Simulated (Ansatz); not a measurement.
The system is Ba2Tl5V3O12.

```xyz
22
Lattice="6.0615 0.0000 0.0000 -2.4832 5.5845 0.0000 -2.2845 -2.4282 13.7269" Properties=species:S:1:pos:R:3 pbc="T T T"
Ba    4.2295   -1.0618    6.4956
Ba   -0.5015    2.2910   12.2062
V    -0.8795   -1.8001   13.5166
V    -1.4560    2.2938    4.6553
V     1.4032    0.0982    9.1355
Tl    1.3349    0.6872    5.2674
Tl   -1.3925   -1.3999   10.2772
Tl    2.0595    4.5622    2.4323
Tl   -1.2212    2.2597    8.2508
Tl    4.6254    2.4893    0.6507
O    -0.0907    0.2096    0.5977
O    -3.1952    2.7020   12.1831
O    -1.0335   -0.1957   12.8783
O     2.8652    0.4532    0.6715
O    -0.0112    2.8114    5.4994
O     3.2346    2.5847    5.6570
O    -1.2987    0.5518    4.4702
O    -1.6294    3.0631    3.1616
O     2.9730    0.3578    8.4629
O     0.7615    1.4904    9.9369
O     1.4687   -1.2531   10.2159
O     0.3193   -0.2512    7.8054
```

The cell was built by a generator and needn't be a form met in nature.

Base run:

- Program: Ansatz 0.2.0
- Functional: r2SCAN
- Potentials or basis: Ansatz PAW
- Cutoff: 500 eV
- Density cutoff: 2000 eV
- k mesh: 5 × 5 × 2
- Occupations: fermi-dirac, width 0.05 eV
- Spin: collinear spin, ferromagnetic start
- Starting moments: [0.0, 0.0, 2.0, 2.0, 2.0, 0.0, 0.0, 0.0, 0.0, 0.0, 0.0, 0.0, 0.0, 0.0, 0.0, 0.0, 0.0, 0.0, 0.0, 0.0, 0.0, 0.0] μB

Its results: band gap on the k mesh 3.33 eV, indirect (least direct gap 3.34 eV); pressure -2.3 GPa; net moment 0.00 μB per cell; largest force 0.454 eV/Å.

Task: The run is repeated on the same cell with these changes: functional from r2SCAN to PBEsol; cutoff from 500 eV to 420 eV; density cutoff from 2000 eV to 1680 eV. What comes out?

Result: Band gap on the k mesh 2.96 eV, indirect (least direct gap 2.97 eV); pressure -3.0 GPa; net moment 0.00 μB per cell; largest force 0.336 eV/Å.

r2SCAN gives the wider gap, since meta-GGAs in the generalised Kohn-Sham scheme recover part of the derivative discontinuity.

Caveats: the k mesh misses the band edges, so the gap on the mesh is wider than the one along the path; spin-orbit coupling is left out, which as a rule narrows the gap of such compounds by several tenths of an eV; the PAW data sets come from PBE, with cores solved anew for the run's functional, which leaves a small shift of forces and pressure; the magnetic or orbital state may not be the lowest (some runs).

Not every run made on this cell is shown here.
